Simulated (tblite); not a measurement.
# C5H7ClNO: the cost of one run

Computed with tblite 0.8.0 and PySCF 2.14.0, with density-fitted response routines of our own, on a single molecule in the gas phase. Atoms are numbered from 0 throughout.

## Step 1: The starting structure

15 atoms, charge 0, multiplicity 2; geometry from: force field or distance geometry start.

Bonds of the start (Å): O0–C1 1.21, C1–N2 1.39, N2–C3 1.37, C3–C4 1.49, C4–C5 1.49, C5–C6 1.34, C6–Cl7 1.72, C1–H8 1.10, N2–H9 1.01, C3–H10 1.09, C4–H11 1.10, C4–H12 1.09, C5–H13 1.09, C6–H14 1.08.

## Step 2: Optimising the geometry with GFN2-xTB

The job: settings as JSON, then the geometry in Å.

```
{"job": {"kind": "relax", "xc": "GFN2-xTB", "basis": "xTB"}, "charge": 0, "multiplicity": 2}
O     -3.536800    -0.251600    -0.573300
C     -2.756900     0.298700     0.174100
N     -1.368500     0.211000     0.134600
C     -0.699500    -0.513800    -0.819200
C      0.793300    -0.537700    -0.878800
C      1.462400    -0.370700     0.442100
C      2.273100     0.656000     0.742600
Cl     3.029700     0.819400     2.281100
H     -3.079000     0.929000     1.021500
H     -0.851500     0.723700     0.834200
H     -1.296100    -1.021800    -1.574500
H      1.112900     0.236300    -1.589400
H      1.106300    -1.494600    -1.300500
H      1.287000    -1.149000     1.180100
H      2.519000     1.473100     0.076200
```

Run with:

```bash
$ OMP_NUM_THREADS=1 python probes_run.py task.json out
```

This one command runs all jobs of the session in turn.

Q: Estimate the wall time of this first job on 1 thread of Intel Xeon at 2.50GHz, shared host.

About 3.2 s.
